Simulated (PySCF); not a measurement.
# C6H7NO: excited states, first hyperpolarisability

Wanted: excited states, first hyperpolarisability for C6H7NO (`OCc1ccccn1`).

Computed with PySCF 2.14.0 and routines of our own; the level stands in each step. Atoms count from 0.

## Step 1: The system as given

15 atoms, charge 0, multiplicity 1; geometry from: GFN2-xTB.

## Step 2: Relaxing the molecule at PBE0-D3(BJ)/def2-SVP

Job settings and geometry (Å):

```
{"job": {"xc": "PBE0", "basis": "def2-SVP", "d3": "d3bj", "grid": 2, "kind": "geom"}, "charge": 0, "multiplicity": 1}
O      2.811454     0.143803     0.641562
C      1.806371    -0.827970     0.591222
C      0.477321    -0.265167     0.164781
C     -0.658835    -1.061628     0.047662
C     -1.841283    -0.466869    -0.351441
C     -1.854148     0.895658    -0.618055
C     -0.671947     1.599774    -0.472398
N      0.462045     1.035459    -0.091981
H      2.391152     0.980464     0.381564
H      2.102819    -1.620754    -0.112653
H      1.698377    -1.290755     1.584242
H     -0.607692    -2.117355     0.265322
H     -2.742407    -1.053513    -0.454709
H     -2.758219     1.393838    -0.929779
H     -0.619422     2.663005    -0.667250
```

Launch:

```console
> OMP_NUM_THREADS=1 python excited_run.py task.json out
```

This one command runs all jobs of the session in turn.

The log of the run:

```text
step   0  E = -362.14978965  max force = 0.013741
step   1  E = -362.15130197  max force = 0.002634
step   2  E = -362.15131530  max force = 0.001094
step   3  E = -362.15132189  max force = 0.000693
step   4  E = -362.15132306  max force = 0.000414
optimisation converged
```

It took 38 s on 1 thread of Arm Neoverse V2, shared host; peak memory 0.72 GiB.

The steps of the relaxation:

| step | energy from step 0 (eV) | largest force component (eV/Å) |
| --- | --- | --- |
| 0 | 0.0000 | 0.7066 |
| 1 | -0.0412 | 0.1354 |
| 2 | -0.0415 | 0.0563 |
| 3 | -0.0417 | 0.0356 |
| 4 | -0.0417 | 0.0213 |

Close pairs (by a distance rule), those that changed most:

| bond | before (Å) | after (Å) | change (Å) |
| --- | --- | --- | --- |
| O0–C1 | 1.399 | 1.382 | -0.017 |
| C3–H11 | 1.079 | 1.093 | +0.014 |
| C5–H13 | 1.078 | 1.092 | +0.013 |
| C6–H14 | 1.082 | 1.095 | +0.013 |
| C4–H12 | 1.080 | 1.093 | +0.013 |
| C6–N7 | 1.323 | 1.332 | +0.010 |
| C1–H9 | 1.101 | 1.110 | +0.009 |
| C1–H10 | 1.101 | 1.110 | +0.009 |

The end geometry stands in the next job.

| at the end point | value |
| --- | --- |
| point group (found at 0.08 Å tolerance) | Cs |
| rotational constants (GHz, main isotopes) | 5.053, 1.604, 1.227 |
| dipole moment (D) | 3.84 |

## Step 3: Excited states: TDA wB97X-D/def2-TZVP

Job settings and geometry (Å):

```
{"job": {"kind": "states", "xc": "wB97X-D", "basis": "def2-TZVP", "tda": true, "soc": true, "nstates": 6, "ntriplets": 5, "nquad": 4}, "charge": 0, "multiplicity": 1}
O      2.699505    -0.157675     0.331395
C      1.743569    -1.155094     0.287905
C      0.397337    -0.618039    -0.141721
C     -0.742010    -1.421408    -0.260896
C     -1.930865    -0.827815    -0.663671
C     -1.949469     0.541867    -0.934591
C     -0.765336     1.255394    -0.787212
N      0.375605     0.685954    -0.400615
H      2.220311     0.647081     0.057048
H      2.032414    -1.964260    -0.414825
H      1.621254    -1.643118     1.277125
H     -0.688503    -2.490349    -0.039995
H     -2.839953    -1.425462    -0.766987
H     -2.863698     1.045843    -1.253448
H     -0.731708     2.331616    -0.988407
```

With the program's defaults for keys left out, this is: TDA wB97X-D/def2-TZVP excited states, vertical, gas phase, spin-orbit mean-field couplings.

The log of the run:

```text
coarse grid: 13008 points
cycle   1  E = -362.7473917164  dE =  1.659e+00  |g| = 6.928e-01  |ddm| = 3.116e+00
cycle   2  E = -362.7387358171  dE =  8.656e-03  |g| = 7.906e-01  |ddm| = 1.246e+00
cycle   3  E = -362.8415708739  dE = -1.028e-01  |g| = 5.194e-02  |ddm| = 6.118e-01
cycle   4  E = -362.8421110556  dE = -5.402e-04  |g| = 2.592e-02  |ddm| = 8.572e-02
cycle   5  E = -362.8422688712  dE = -1.578e-04  |g| = 9.359e-03  |ddm| = 3.082e-02
cycle   6  E = -362.8422910756  dE = -2.220e-05  |g| = 2.208e-03  |ddm| = 1.218e-02
cycle   7  E = -362.8422925024  dE = -1.427e-06  |g| = 7.083e-04  |ddm| = 3.983e-03
final grid: 127056 points
cycle   8  E = -362.8247364361  dE = -1.776e-04  |g| = 5.401e-03  |ddm| = 1.470e-01
cycle   9  E = -362.8247391329  dE = -2.697e-06  |g| = 4.505e-03  |ddm| = 1.413e-02
cycle  10  E = -362.8247429415  dE = -3.809e-06  |g| = 1.044e-03  |ddm| = 3.347e-03
cycle  11  E = -362.8247431481  dE = -2.065e-07  |g| = 4.452e-04  |ddm| = 1.286e-03
cycle  12  E = -362.8247431995  dE = -5.146e-08  |g| = 7.974e-05  |ddm| = 5.579e-04
cycle  13  E = -362.8247432020  dE = -2.511e-09  |g| = 4.199e-05  |ddm| = 1.580e-04
cycle  14  E = -362.8247432028  dE = -7.215e-10  |g| = 9.463e-06  |ddm| = 7.585e-05
converged SCF energy = -362.8247432028

Singlet excitations
state   eV       nm        f     d(h-e)  d(exc)  Lambda  PR(NTO)  |dmu|/D   mu/D   main configurations
  1   5.4844   226.1   0.00396   1.094   2.629   0.498   1.007    2.605    1.421   H-1->L 0.97
  2   5.5480   223.5   0.07416   0.398   2.763   0.604   1.599    1.362    2.635   H->L 0.63, H-3->L+1 0.22, H-2->L 0.10
  3   5.7700   214.9   0.00019   1.077   2.693   0.408   1.006    2.483    1.880   H-1->L+1 0.98
  4   6.2582   198.1   0.08124   1.328   3.236   0.707   1.251    4.468    1.565   H->L+1 0.84, H-3->L 0.08
  5   6.6045   187.7   0.03963   2.651   3.711   0.577   1.222                     H-2->L 0.58, H->L 0.20, H-2->L+1 0.10
  6   6.9810   177.6   0.00330   1.628   3.366   0.683   1.645                     H-2->L+1 0.60, H-3->L 0.25, H-2->L 0.09

Triplet excitations (Tamm-Dancoff)
state   eV     d(h-e)  d(exc)  Lambda  PR(NTO)   main configurations
  1   4.2530   0.158   2.476   0.679   1.282   H->L+1 0.40, H->L 0.20, H-2->L+1 0.17
  2   4.5138   0.185   2.623   0.600   1.013   H->L 0.52, H-2->L 0.19, H->L+1 0.18
  3   4.8639   1.035   2.537   0.493   1.009   H-1->L 0.92
  4   5.0865   0.071   2.490   0.807   1.400   H-3->L 0.78, H->L+1 0.13
  5   5.6314   1.053   2.680   0.411   1.010   H-1->L+1 0.95
S1 - T1 = 1.2314 eV

Spin-orbit couplings |<S|Hso|T>| (cm-1)
             T1       T2       T3       T4       T5
S0        0.016    0.046   25.924    0.040    3.391
S1        3.910    3.676    0.075    9.669    0.481
S2        0.091    0.066    4.131    0.122    5.806
S3        2.325    2.836    0.272    1.702    0.102
S4        0.048    0.072    3.194    0.013    6.313
S5        0.021    0.088    8.263    0.038    2.773
S6        0.052    0.024    6.258    0.038    5.609
T1 sublevels (cm-1): 0.000 0.000 0.002   radiative rates (1/s): 0.00821 0.00344 0.197
```

It took 62 s on 1 thread of Arm Neoverse V2, shared host; peak memory 1.1 GiB.

Key values:

| quantity | value |
| --- | --- |
| S1 less T1 | 1.23 eV |

Orbitals, density, ELF and potential are computed afterwards from the orbital file.

Frontier orbitals at wB97X-D/def2-TZVP, with the share of their density that lies nearest to each atom:

| orbital | energy (eV) | lies on |
| --- | --- | --- |
| HOMO | -9.08 | O0 25 %; C3, C5, C6 about 12 % each; C2 9 % |
| LUMO | 0.70 | C4 24 %; N7 20 %; C3, C6 about 14 % each |

ELF in a plane through or near 13 of the atoms.

Ten even steps from '0' (0.00) to '9' (1.00):
```
0000000000000000000000000000
0000000000000000000000000000
0000000000000000000000000000
0000000000000000799600000000
0000000000001001999930000000
0000001144137511999800000000
0000145589259864798300000000
0000478488258238436337971000
0000378464037666487399995000
0000124784753761153599995000
0000001421965562279756650000
0000003663557965712620000000
0000001342004361924983000000
0000000000039996349999400000
0000000000089997129999300000
0000000000089996004883000000
0000000000027872000000000000
0000000000000000000000000000
0000000000000000000000000000
0000000000000000000000000000
```
The map spans 11.6 Å across and 10.0 Å up, centred on the molecule. Atoms in the plane (x, y in Å): O0 (-2.7, 1.0), C1 (-2.1, -0.2), C2 (-0.6, -0.1), C3 (0.3, -1.2), C4 (1.6, -1.0), C5 (2.1, 0.3), C6 (1.2, 1.3), N7 (-0.1, 1.1), H8 (-1.9, 1.6), H11 (-0.1, -2.2), H12 (2.3, -1.9), H13 (3.2, 0.5), H14 (1.5, 2.4).

On the surface of density 0.002 e/bohr³ the electrostatic potential runs, from the 1st to the 99th percentile, from -1.85 V near O0 to 1.29 V near H12.

## Step 4: Excited states: TDDFT CAM-B3LYP/aug-cc-pVDZ

The job, as its differences from that of step 3:

```diff
@@ -1,2 +1,2 @@
-{"job": {"kind": "states", "xc": "wB97X-D", "basis": "def2-TZVP", "tda": true, "soc": true, "nstates": 6, "ntriplets": 5, "nquad": 4}, "charge": 0, "multiplicity": 1}
+{"job": {"kind": "states", "xc": "CAM-B3LYP", "basis": "aug-cc-pVDZ", "tpa": true, "nstates": 8, "nquad": 6, "ntriplets": 0}, "charge": 0, "multiplicity": 1}
 O      2.699505    -0.157675     0.331395
```

With the program's defaults for keys left out, this is: TDDFT CAM-B3LYP/aug-cc-pVDZ excited states, vertical, gas phase, two-photon moments by quadratic response.

The log of the run:

```text
coarse grid: 13008 points
cycle   1  E = -362.5705779639  dE =  1.631e+00  |g| = 6.466e-01  |ddm| = 2.288e+01
cycle   2  E = -362.5374743238  dE =  3.310e-02  |g| = 8.152e-01  |ddm| = 3.451e+00
cycle   3  E = -362.6578214575  dE = -1.203e-01  |g| = 5.442e-02  |ddm| = 1.708e+00
cycle   4  E = -362.6583263081  dE = -5.049e-04  |g| = 2.907e-02  |ddm| = 3.952e-01
cycle   5  E = -362.6585305226  dE = -2.042e-04  |g| = 9.184e-03  |ddm| = 1.823e-01
cycle   6  E = -362.6585510043  dE = -2.048e-05  |g| = 2.499e-03  |ddm| = 4.085e-02
cycle   7  E = -362.6585526747  dE = -1.670e-06  |g| = 5.155e-04  |ddm| = 1.024e-02
final grid: 127056 points
cycle   8  E = -362.6810945672  dE = -2.548e-05  |g| = 3.159e-03  |ddm| = 3.897e-01
cycle   9  E = -362.6810955184  dE = -9.512e-07  |g| = 2.795e-03  |ddm| = 3.816e-02
cycle  10  E = -362.6810973457  dE = -1.827e-06  |g| = 3.828e-04  |ddm| = 1.235e-02
cycle  11  E = -362.6810973721  dE = -2.639e-08  |g| = 2.285e-04  |ddm| = 2.841e-03
cycle  12  E = -362.6810973847  dE = -1.258e-08  |g| = 3.755e-05  |ddm| = 1.045e-03
cycle  13  E = -362.6810973850  dE = -3.522e-10  |g| = 1.624e-05  |ddm| = 1.960e-04
converged SCF energy = -362.6810973850

Singlet excitations
state   eV       nm        f     d(h-e)  d(exc)  Lambda  PR(NTO)  |dmu|/D   mu/D   delta(TPA)   sigma/GM   main configurations
  1   5.4174   228.9   0.07169   0.361   2.778   0.600   1.574    1.330    2.766       27.32      0.294   H->L 0.68, H-3->L+2 0.14
  2   5.4581   227.2   0.00307   1.097   2.673   0.539   1.012    2.647    1.428        0.58      0.006   H-1->L 0.65, H-2->L 0.32
  3   5.7783   214.6   0.00014   1.094   2.755   0.504   1.009    2.580    1.875        0.06      0.001   H-1->L+2 0.63, H-2->L+2 0.32
  4   6.0247   205.8   0.07371   0.817   3.186   0.690   1.330    2.713    1.498       18.35      0.244   H->L+2 0.82, H-3->L 0.09
  5   6.4665   191.7   0.00225   1.212   4.444   0.203   1.111    4.758    2.443        6.36      0.097   H->L+1 0.75, H->L+4 0.09
  6   6.5922   188.1   0.06158   2.536   3.726   0.571   1.290    8.281    4.747      271.14      4.317   H-2->L 0.35, H-1->L 0.17, H->L 0.14
  7   6.8432   181.2   0.00034   1.830   3.566   0.606   1.754                                            H-2->L+2 0.32, H-3->L 0.24, H-1->L+2 0.16
  8   6.8771   180.3   0.00276   1.111   4.495   0.194   1.560                                            H->L+3 0.45, H->L+4 0.15, H-2->L+1 0.10
```

Wall time 56 s (1 thread of Arm Neoverse V2, shared host); peak memory 1 GiB.

## Step 5: First hyperpolarisability: quadratic response CAM-B3LYP/aug-cc-pVDZ

The job, as its differences from that of step 4:

```diff
@@ -1,2 +1,2 @@
-{"job": {"kind": "states", "xc": "CAM-B3LYP", "basis": "aug-cc-pVDZ", "tpa": true, "nstates": 8, "nquad": 6, "ntriplets": 0}, "charge": 0, "multiplicity": 1}
+{"job": {"kind": "beta", "xc": "CAM-B3LYP", "basis": "aug-cc-pVDZ"}, "charge": 0, "multiplicity": 1}
 O      2.699505    -0.157675     0.331395
```

With the program's defaults for keys left out, this is: quadratic response CAM-B3LYP/aug-cc-pVDZ first hyperpolarisability, Taylor convention, gas phase.

The log of the run:

```text
coarse grid: 13008 points
cycle   1  E = -362.5705779639  dE =  1.631e+00  |g| = 6.466e-01  |ddm| = 2.288e+01
cycle   2  E = -362.5374743238  dE =  3.310e-02  |g| = 8.152e-01  |ddm| = 3.451e+00
cycle   3  E = -362.6578214575  dE = -1.203e-01  |g| = 5.442e-02  |ddm| = 1.708e+00
cycle   4  E = -362.6583263081  dE = -5.049e-04  |g| = 2.907e-02  |ddm| = 3.952e-01
cycle   5  E = -362.6585305226  dE = -2.042e-04  |g| = 9.184e-03  |ddm| = 1.823e-01
cycle   6  E = -362.6585510043  dE = -2.048e-05  |g| = 2.499e-03  |ddm| = 4.085e-02
cycle   7  E = -362.6585526747  dE = -1.670e-06  |g| = 5.155e-04  |ddm| = 1.024e-02
final grid: 127056 points
cycle   8  E = -362.6810945672  dE = -2.548e-05  |g| = 3.159e-03  |ddm| = 3.897e-01
cycle   9  E = -362.6810955184  dE = -9.512e-07  |g| = 2.795e-03  |ddm| = 3.816e-02
cycle  10  E = -362.6810973457  dE = -1.827e-06  |g| = 3.828e-04  |ddm| = 1.235e-02
cycle  11  E = -362.6810973721  dE = -2.639e-08  |g| = 2.285e-04  |ddm| = 2.841e-03
cycle  12  E = -362.6810973847  dE = -1.258e-08  |g| = 3.755e-05  |ddm| = 1.045e-03
cycle  13  E = -362.6810973850  dE = -3.522e-10  |g| = 1.624e-05  |ddm| = 1.960e-04
converged SCF energy = -362.6810973850

Lowest singlets (eV, f): 5.4174 0.0717  5.4581 0.0031  5.7783 0.0001

First hyperpolarisability (au)
process     nm      |vector|   parallel      HRS      DR
static         -      230.21    -128.96      90.06   6.212
shg       1907.0      243.23    -135.72      95.22   6.204
eope      1907.0      234.41    -131.14          -       -
shg       1064.0      277.37     -153.3     108.75   6.182
eope      1064.0      244.20    -136.22          -       -
```

It took 46 s on 1 thread of Arm Neoverse V2, shared host; peak memory 0.95 GiB.

## Step 6: Excited states: TDA wB97X-D/def2-TZVP in ethanol

The job, as its differences from that of step 5:

```diff
@@ -1,2 +1,2 @@
-{"job": {"kind": "beta", "xc": "CAM-B3LYP", "basis": "aug-cc-pVDZ"}, "charge": 0, "multiplicity": 1}
+{"job": {"kind": "states", "xc": "wB97X-D", "basis": "def2-TZVP", "tda": true, "soc": true, "nstates": 6, "ntriplets": 5, "nquad": 4, "solvent": "ethanol"}, "charge": 0, "multiplicity": 1}
 O      2.699505    -0.157675     0.331395
```

With the program's defaults for keys left out, this is: TDA wB97X-D/def2-TZVP excited states, vertical, IEF-PCM ethanol (non-equilibrium response), spin-orbit mean-field couplings.

The log of the run:

```text
coarse grid: 13008 points
cycle   1  E = -362.7631522117  dE =  1.643e+00  |g| = 6.754e-01  |ddm| = 3.112e+00
cycle   2  E = -362.7614938188  dE =  1.658e-03  |g| = 7.465e-01  |ddm| = 9.863e-01
cycle   3  E = -362.8513984979  dE = -8.990e-02  |g| = 4.597e-02  |ddm| = 4.540e-01
cycle   4  E = -362.8519035446  dE = -5.050e-04  |g| = 2.028e-02  |ddm| = 9.421e-02
cycle   5  E = -362.8520002225  dE = -9.668e-05  |g| = 8.106e-03  |ddm| = 3.553e-02
cycle   6  E = -362.8520158790  dE = -1.566e-05  |g| = 1.604e-03  |ddm| = 1.294e-02
cycle   7  E = -362.8520168486  dE = -9.696e-07  |g| = 9.412e-04  |ddm| = 5.832e-03
final grid: 127056 points
cycle   8  E = -362.8344384958  dE = -1.783e-04  |g| = 4.833e-03  |ddm| = 1.476e-01
cycle   9  E = -362.8344417803  dE = -3.284e-06  |g| = 3.370e-03  |ddm| = 1.327e-02
cycle  10  E = -362.8344439104  dE = -2.130e-06  |g| = 9.163e-04  |ddm| = 2.958e-03
cycle  11  E = -362.8344440707  dE = -1.602e-07  |g| = 3.802e-04  |ddm| = 1.176e-03
cycle  12  E = -362.8344441064  dE = -3.573e-08  |g| = 6.239e-05  |ddm| = 4.805e-04
cycle  13  E = -362.8344441084  dE = -1.977e-09  |g| = 3.370e-05  |ddm| = 1.774e-04
cycle  14  E = -362.8344441088  dE = -4.649e-10  |g| = 7.756e-06  |ddm| = 7.043e-05
converged SCF energy = -362.8344441088

Singlet excitations
state   eV       nm        f     d(h-e)  d(exc)  Lambda  PR(NTO)  |dmu|/D   mu/D   main configurations
  1   5.5512   223.3   0.10116   0.268   2.690   0.647   1.554    1.073    4.005   H->L 0.71, H-3->L+1 0.19
  2   5.5918   221.7   0.00493   1.030   2.619   0.508   1.008    2.777    2.319   H-1->L 0.98
  3   5.8930   210.4   0.00009   1.038   2.698   0.407   1.007    2.763    2.613   H-1->L+1 0.99
  4   6.3356   195.7   0.11864   0.592   2.947   0.796   1.384    2.280    3.108   H->L+1 0.81, H-3->L 0.12
  5   6.9752   177.8   0.15075   2.418   3.583   0.554   1.369                     H-2->L 0.59, H-3->L+1 0.15, H-2->L+1 0.11
  6   7.2829   170.2   0.03130   2.046   3.554   0.651   1.738                     H-2->L+1 0.48, H-3->L 0.33, H-2->L 0.09

Triplet excitations (Tamm-Dancoff)
state   eV     d(h-e)  d(exc)  Lambda  PR(NTO)   main configurations
  1   4.2730   0.154   2.466   0.752   1.279   H->L+1 0.53, H->L 0.20, H-3->L 0.15
  2   4.5142   0.151   2.605   0.658   1.013   H->L 0.67, H->L+1 0.19, H-2->L 0.09
  3   4.9917   0.990   2.535   0.503   1.010   H-1->L 0.94
  4   5.1018   0.102   2.477   0.799   1.373   H-3->L 0.74, H->L+1 0.14, H-2->L 0.09
  5   5.7565   1.012   2.684   0.409   1.012   H-1->L+1 0.96
S1 - T1 = 1.2783 eV

Spin-orbit couplings |<S|Hso|T>| (cm-1)
             T1       T2       T3       T4       T5
S0        0.015    0.031   25.535    0.051    3.041
S1        0.097    0.054    3.255    0.139    5.473
S2        3.826    3.317    0.057    9.369    0.432
S3        2.015    2.333    0.292    1.225    0.110
S4        0.038    0.077    3.830    0.007    4.311
S5        0.015    0.071    7.471    0.041    3.469
S6        0.052    0.013    7.191    0.042    5.734
T1 sublevels (cm-1): 0.000 0.000 0.001   radiative rates (1/s): 0.00708 0.00485 0.196
```

Wall time 55 s (1 thread of Arm Neoverse V2, shared host); peak memory 1.2 GiB.

From this job:

| quantity | value |
| --- | --- |
| S1 less T1 | 1.28 eV |

## Step 7: Results

```
                                                   quantity                                                value
                                                point group                                                   Cs
                       rotational constants (main isotopes)                                 5.05, 1.60, 1.23 GHz
                 S1 less T1 (step 3, TDA wB97X-D/def2-TZVP)                                              1.23 eV
                      surface potential, 1st and 99th percentile                                   -1.85 V and 1.29 V
β vector (step 5, quadratic response CAM-B3LYP/aug-cc-pVDZ)  static 230, SHG 1907.0 nm 243, SHG 1064.0 nm 277 au
      S1 less T1 (step 6, TDA wB97X-D/def2-TZVP in ethanol)                                              1.28 eV
```

**Reading.** The optimisation took 4 steps and gained 0.042 eV; among the close pairs (by a distance rule), O0–C1 changed most, from 1.399 to 1.382 Å. In step 3, the number of triplets below S1 is 4, and the largest singlet-triplet spin-orbit coupling is S0–T3, 25.92 cm⁻¹. β grows from 230 au (static) to 277 au for doubling at 1064.0 nm: normal dispersion, which grows as twice the photon energy moves toward the bright states. In step 6, the number of triplets below S1 is 4, and the largest singlet-triplet spin-orbit coupling is S0–T3, 25.54 cm⁻¹.
